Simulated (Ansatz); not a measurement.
This script drives the Python package of Ansatz (0.2.0).

Script `bde_geh5o2ps.py`:
```python
# -*- coding: utf-8 -*-
'''Cost of removing each kind of hydrogen from GeH5O2PS, fragments frozen.'''

import ansatz as az


def single_point(molecule, charge=0, unpaired=0):
    calc = molecule.calculation().basis(gaussian='def2-SVPD').functional('B3LYP')
    if charge:
        calc = calc.charge(charge)
    if unpaired:
        calc = calc.spin('collinear', total=unpaired)
    report = calc.run().report
    if report['published_state_doubts']:
        print('  doubts:', report['published_state_doubts'])
    return report['free_energy_ev']

def without(molecule, index):
    rest = az.Crystal.molecule()
    for i, site in enumerate(molecule.cartesian_sites):
        if i != index:
            rest = rest.atom(site.symbol, site.position_ang)
    return rest


def main():
    geometry_ang = [
        ('O', [-0.6355, 1.5127, 0.5374]),
        ('Ge', [0.2655, 0.1356, -0.0018]),
        ('O', [1.8273, 0.1552, 0.8029]),
        ('P', [-0.7764, -1.7663, 0.5417]),
        ('S', [0.5671, 0.2123, -2.2181]),
        ('H', [-1.5386, 1.4966, 0.0297]),
        ('H', [2.3514, -0.6477, 0.4756]),
        ('H', [-2.0724, -1.2918, -0.011]),
        ('H', [-1.1428, -1.3131, 1.9375]),
        ('H', [1.2375, 1.4552, -2.0909]),
    ]
    molecule = az.Crystal.molecule()
    for symbol, xyz in geometry_ang:
        molecule = molecule.atom(symbol, xyz)

    whole = single_point(molecule, 0)
    hydrogen = single_point(az.Crystal.molecule().atom('H', (0, 0, 0)), 0, 1)
    print(f'E(molecule) = {whole:.5f} eV, E(H) = {hydrogen:.5f} eV')
    for index in [6, 8, 9]:
        radical = single_point(without(molecule, index), 0, 1)
        print(f'H{index}: homolysis {(radical + hydrogen - whole):.3f} eV')


if __name__ == '__main__':
    main()
```

It is started by `python bde_geh5o2ps.py`. Estimate its wall time and peak memory on 1 thread of Arm Neoverse V2, with other jobs on the host.

It took about 2.8 min, with a peak of 0.84 GiB, for 5 runs of the engine.

Output of `python bde_geh5o2ps.py`:
```text
E(molecule) = -80806.02122 eV, E(H) = -13.63995 eV
H6: homolysis 5.117 eV
H8: homolysis 3.589 eV
H9: homolysis 3.922 eV
```

Notes:
- Total energies depend on the basis set; only differences at equal settings carry meaning.
- The geometry is a force-field or estimated start, not a minimum of this method, and the basis set is short of its limit. All parts are taken at fixed geometry, without zero-point energy.
- b3lyp holds the VWN-RPA fit, as in Gaussian; the form of ORCA and Turbomole is b3lyp5.
